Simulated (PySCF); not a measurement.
# Ways to converge the SCF of S³⁺

The same problem is solved with other solver options, one edit a run.

Method: each script names its method and basis; program: PySCF 2.14.0.

2 further runs of the same task are left out: 2 that didn't finish.

## (1) The atom

S³⁺: 1 atom, charge 3, spin multiplicity 2.

## (2) The run that the others are compared with

input.py reads:

```python
from pyscf import gto, scf, cc

mol = gto.M(
    atom='S 0 0 0',
    basis='jorge-tzp-dkh',
    charge=3,
    spin=1,
    symmetry=True,
    verbose=4,
)
mf = scf.ROHF(mol)
mf = mf.sfx2c1e()
mf = mf.density_fit(auxbasis='def2-universal-jkfit')
mf.kernel()
mycc = cc.CCSD(mf, frozen=5)
mycc.kernel()
e = mycc.eaccsd(nroots=3)[0]
print('roots (eV) =', (e*27.211386).round(3))
mf.dip_moment()
print('orbital energies (hartree):', mf.mo_energy[..., max(0, mol.nelec[1]-3):mol.nelec[0]+3].round(4))
```

Run with:

```console
$ OMP_NUM_THREADS=1 python input.py
```

The log of this run is left out.

It gives: E(SCF) = -396.153429 Eh, 7 cycles, E(CCSD) − E(SCF) = -0.07566 Eh, attachment roots -34.183, -34.183, -33.109 eV.

Positive EA roots mean that the added electron is unbound.

## (3) Level shift 0.5 hartree

Edit 1 changes level shift: none → 0.5 hartree.

input.py reads:

```python
from pyscf import gto, scf, cc

mol = gto.M(
    atom='S 0 0 0',
    basis='jorge-tzp-dkh',
    charge=3,
    spin=1,
    symmetry=True,
    verbose=4,
)
mf = scf.ROHF(mol)
mf = mf.sfx2c1e()
mf = mf.density_fit(auxbasis='def2-universal-jkfit')
mf.level_shift = 0.5
mf.kernel()
mycc = cc.CCSD(mf, frozen=5)
mycc.kernel()
e = mycc.eaccsd(nroots=3)[0]
print('roots (eV) =', (e*27.211386).round(3))
mf.dip_moment()
print('orbital energies (hartree):', mf.mo_energy[..., max(0, mol.nelec[1]-3):mol.nelec[0]+3].round(4))
```

Run with:

```console
$ OMP_NUM_THREADS=1 python input.py
```

## (4) Initial guess mod_huckel

Edit 2 changes initial guess: minao → mod_huckel.

input.py: that of step 2 with these lines changed.

```diff
@@ -13,2 +13,3 @@
 mf = mf.density_fit(auxbasis='def2-universal-jkfit')
+mf.init_guess = 'mod_huckel'
 mf.kernel()
```

## (5) Smearing width 0.2 hartree

Edit 3 changes smearing width: none → 0.2 hartree; step after the SCF: eomea → none.

input.py reads:

```python
from pyscf import gto, scf

mol = gto.M(
    atom='S 0 0 0',
    basis='jorge-tzp-dkh',
    charge=3,
    spin=1,
    symmetry=True,
    verbose=4,
)
mf = scf.ROHF(mol)
mf = mf.sfx2c1e()
mf = mf.density_fit(auxbasis='def2-universal-jkfit')
mf = scf.addons.smearing_(mf, sigma=0.2, method='fermi')
mf.kernel()
mf.dip_moment()
print('orbital energies (hartree):', mf.mo_energy[..., max(0, mol.nelec[1]-3):mol.nelec[0]+3].round(4))
```

## (6) Initial guess sap

Edit 4 changes initial guess: minao → sap.

input.py: that of step 2 with these lines changed.

```diff
@@ -13,2 +13,3 @@
 mf = mf.density_fit(auxbasis='def2-universal-jkfit')
+mf.init_guess = 'sap'
 mf.kernel()
```

## (7) DIIS space 12

Edit 5 changes DIIS space: default → 12.

input.py: that of step 2 with these lines changed.

```diff
@@ -13,2 +13,3 @@
 mf = mf.density_fit(auxbasis='def2-universal-jkfit')
+mf.diis_space = 12
 mf.kernel()
```

Before running it: what results should come out? Wanted: for each run, E(SCF); from base; after the SCF.

The runs gave:

| run | E(SCF) (hartree) | from base (eV) | cycles | after the SCF |
| --- | --- | --- | --- | --- |
| base | -396.153429 | 0 | 7 | CCSD correlation -2.059 eV, core frozen, first root -34.18 eV |
| level shift 0.5 hartree | -396.153429 | 0.0000 | 9 | CCSD correlation -2.059 eV, core frozen, first root -34.18 eV |
| initial guess mod_huckel | -396.153429 | 0.0000 | 6 | CCSD correlation -2.059 eV, core frozen, first root -34.18 eV |
| smearing width 0.2 hartree (poor choice) | -395.751451 | not comparable | 10 | n/a |
| initial guess sap | -396.153429 | 0.0000 | 6 | CCSD correlation -2.059 eV, core frozen, first root -34.18 eV |
| DIIS space 12 | -396.153429 | 0.0000 | 7 | CCSD correlation -2.059 eV, core frozen, first root -34.18 eV |

Distance from each run's final energy (log10 hartree) by cycle:

| run | cycle 1 | cycle 2 | cycle 3 | cycle 5 | cycle 8 | cycle 12 |
| --- | --- | --- | --- | --- | --- | --- |
| base | -0.8 | -2.8 | -4.4 | -8.6 | done | done |
| level shift 0.5 hartree | -0.8 | -2.0 | -3.1 | -5.5 | -9.3 | done |
| initial guess mod_huckel | -2.7 | -4.4 | -6.0 | -10.3 | done | done |
| smearing width 0.2 hartree (poor choice) | -0.6 | -1.7 | -2.1 | -4.6 | -8.7 | done |
| initial guess sap | -2.1 | -3.6 | -5.5 | -9.9 | done | done |
| DIIS space 12 | -0.8 | -2.8 | -4.4 | -8.6 | done | done |

What this shows: With level shift 0.5 hartree or initial guess mod_huckel or initial guess sap or DIIS space 12 the SCF ends at the base energy. With level shift 0.5 hartree, initial guess mod_huckel, initial guess sap, DIIS space 12 the path hardly changes: 6 to 9 cycles against 7. The cycles with DIIS space 12 repeat those of the base digit for digit, so the setting never acted. Rows marked «poor choice» come from settings spoiled on purpose.
